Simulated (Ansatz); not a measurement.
**BaTiO3 (Pm-3m): equation of state**

An exercise on one series of results from a longer session: the logs are not shown, and one member is left open.

Method: DFT PBE, scalar-relativistic, plane waves, PAW, in Ansatz 0.2.0.

Spin polarisation is switched off on purpose; where the compound carries moments, volume, stiffness and gap are then not the real material's.

### The starting structure

The structure is cubic, space group Pm-3m (No. 221). The conventional cell has a = 4.019 Å, b = 4.019 Å, c = 4.019 Å, α = 90.00°, β = 90.00°, γ = 90.00°. Ba (site symmetry m-3m) is surrounded by 12 O at 2.84 Å. Ti (site symmetry m-3m) is surrounded by 6 O at 2.01 Å. O (site symmetry 4/mmm) has 2 Ti at 2.01 Å and 4 Ba at 2.84 Å as nearest neighbours.

Structure file:

```
CELL_PARAMETERS angstrom
4.01926 0.00000 0.00000
0.00000 4.01926 0.00000
0.00000 0.00000 4.01926
ATOMIC_POSITIONS crystal
Ba 0.50000 0.50000 0.50000
Ti 0.00000 0.00000 0.00000
O 0.50000 0.00000 0.00000
O 0.00000 0.50000 0.00000
O 0.00000 0.00000 0.50000
```

This cell comes from an earlier session at PBE: 12.986 Å³/atom at 0.00 GPa, on a 8×8×8 mesh.

Volume factors to run: 0.980, 1.020, 0.960, 1.040.

The first run:

The input, input.yaml:

```yaml
crystal:
  lattice:
    - [3.9922886489, 0.0, 0.0]
    - [0.0, 3.9922886489, 0.0]
    - [0.0, 0.0, 3.9922886489]
  atoms:
    - { symbol: Ba, position: [0.5, 0.5, 0.5] }
    - { symbol: Ti, position: [0.0, 0.0, 0.0] }
    - { symbol: O, position: [0.5, 0.0, 0.0] }
    - { symbol: O, position: [0.0, 0.5, 0.0] }
    - { symbol: O, position: [0.0, 0.0, 0.5] }
basis:
  ecutwfc: 420
  ecutrho_ratio: 4
kpoints:
  mp_grid: { grid: [8, 8, 8] }
hamiltonian:
  xc: pbe
scf:
  occupations: { method: gaussian, width: 0.05 }
output:
  forces: true
  stress: true
  eigenvalues: true
```

On the command line:

```bash
$ ansatz run input.yaml --threads 1 --pin off --max-ram 2560MiB --backend cpu --events-out ev --progress --plain --runs-dir out
```

Steps of the session up to this table: Volume × 0.980; Scaling the volume by 1.020; At 0.960 of the relaxed volume; At 1.040 of the relaxed volume.

One table of the session follows, with a row left open; its other results are not shown here.

It belongs to the step «The fit». 

| volume (Å³/atom) | energy (meV/atom) | pressure (GPa) | gap (eV) |
| --- | --- | --- | --- |
| 12.466 | 11.39 | 7.29 | 1.87 |
| 12.726 | 2.73 | 3.44 | 1.83 |
| 12.986 | 0.00 | 0.00 | 1.78 |
| 13.246 | ? | ? | ? |
| 13.505 | 9.81 | -5.85 | 1.70 |

**Question.** Estimate the row for volume (Å³/atom) = 13.246.

Worked estimate for «energy (meV/atom)». A straight line through the neighbours (12.986, 0.00) and (13.505, 9.81) gives 0.00 + (9.81 − 0.00) × (13.246 − 12.986) / (13.505 − 12.986) = 4.91; a parabola fitted to 3 rows on both sides gives 2.37.

As computed: energy (meV/atom): 2.50; pressure (GPa): -3.09; gap (eV): 1.74. In «energy (meV/atom)» the line misses by +2.41 and the parabola by -0.13.
